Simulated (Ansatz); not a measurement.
## HSn (charge +1): a ladder of methods at one geometry

Run with the Ansatz DFT code, driven from Python.

`hsn_methods.py`
```python
import ansatz as az
from ase import Atoms

atoms = Atoms(["Sn", "H"], positions=[
    (0.0, 0.0, 0.0),
    (0.0, 0.0, 1.77),
])
geometry = az.Crystal.molecule_from_ase(atoms)

model = geometry.calculation().basis(gaussian="def2-SVP").charge(1)

methods = ["mp2", "ccsd", "ccsd_t", "ccsdt_q"]
batch = az.Session.batch([model.correlation(m).input() for m in methods])
reports = sorted(batch.plan().execute().molecular_reports, key=lambda each: each["member"])
print(f"Hartree-Fock reference {reports[0]['reference_energy_ev'] / 27.211386246:.6f} Ha")
best = reports[-1]["free_energy_ev"] - reports[-1]["reference_energy_ev"]
for method, each in zip(methods, reports):
    gained = each["free_energy_ev"] - each["reference_energy_ev"]
    print(f"{method:8s} total {each['free_energy_ev'] / 27.211386246:.6f} Ha  correlation {gained:9.4f} eV  ({100 * gained / best:.1f} % of the last)")
```

`python hsn_methods.py` gives:
```text
Hartree-Fock reference -213.650034 Ha
mp2      total -213.719349 Ha  correlation   -1.8862 eV  (75.6 % of the last)
ccsd     total -213.739658 Ha  correlation   -2.4388 eV  (97.7 % of the last)
ccsd_t   total -213.741460 Ha  correlation   -2.4878 eV  (99.7 % of the last)
ccsdt_q  total -213.741742 Ha  correlation   -2.4955 eV  (100.0 % of the last)
```

Notes:
- Total energies depend on the basis set; only differences at equal settings carry meaning.
- The geometry is a force-field or estimated start, not a minimum of this method, and the basis set is short of its limit. A lower total doesn't mark the better method: functionals have no common bound, and MP2 and coupled cluster aren't variational.
- def2 sets replace the cores of elements past krypton by effective core potentials.
- Inner cores stay frozen; a filled d shell under the valence of the heavier atoms is correlated with it.
